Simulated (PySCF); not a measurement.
**BeHg+: bond curves at several levels of theory**

An exercise on one series of results from a longer session: the logs are not shown, and one member is left open.

Method: Be def2-SVPD, Hg def2-SVPD with ECP60, scalar-relativistic core potentials; program: PySCF 2.14.0.

The first run:

Settings of the job:

```json
{
 "atoms": "Be, Hg",
 "charge": "1",
 "basis": "Be def2-SVPD, Hg def2-SVPD with ECP60",
 "Hamiltonian": "scalar-relativistic core potentials",
 "basis functions": "47",
 "electrons treated": "23",
 "masses in u": "9.0122, 201.9706",
 "levels": "PBE0, PBE, r²SCAN, BP86, MN15, PBEsol, HF, MP2, SCS-MP2, CCSD, CCSD(T)",
 "grid": "80 radial by 434 angular points",
 "occupations": "held fixed by the projection of orbital angular momentum",
 "dissociation limit": "Be+ + Hg, each in its ground configuration",
 "starting distance in angstrom": "2.435",
 "values of 2S to try": "1, 3"
}
```

The run is started by

```console
$ OMP_NUM_THREADS=1 python dia.py task.json out
```

Among the steps run: The job; The PBE0 curve of the state that the search chose; Excited determinants; PBE (GGA); r²SCAN (meta-GGA); BP86 (GGA); MN15 (hybrid meta-GGA); PBEsol (GGA); ROHF (mean field); MP2 and coupled cluster.

One table of the session follows, with a row left open; its other results are not shown here.

Energy (eV) from each level's lowest point:

```
R (Å)   ROHF  ROHF-MP2  ROHF-SCS-MP2  ROHF-CCSD  ROHF-CCSD(T)
2.093  0.523     0.357         0.383        n/a           n/a
2.191  0.265     0.158         0.175      0.191         0.189
2.288  0.109     0.049         0.058      0.065         0.064
2.361  0.042     0.010         0.015      0.017         0.017
2.434      ?         ?             ?          ?             ?
2.507  0.000     0.011         0.007      0.006         0.006
2.604  0.020     0.050         0.042      0.041         0.042
2.726  0.078     0.125         0.112      0.116         0.116
2.872  0.177     0.234         0.217      0.230         0.231
3.067  0.329     0.390         0.370        n/a           n/a
```

Q: Estimate the row for R (Å) = 2.434 from the others.

Worked estimate for «ROHF». A straight line through the neighbours (2.361, 0.042) and (2.507, 0.000) gives 0.042 + (0.000 − 0.042) × (2.434 − 2.361) / (2.507 − 2.361) = 0.021; a parabola fitted to 4 rows on both sides gives 0.009.

**Answer.** ROHF: 0.008; ROHF-MP2: 0.000; ROHF-SCS-MP2: 0.000; ROHF-CCSD: 0.000; ROHF-CCSD(T): 0.000. In «ROHF» the line misses by +0.013 and the parabola by +0.001.

State 2 has its PBE0 minimum 4.80 eV higher. The other levels ran on the lowest alone.
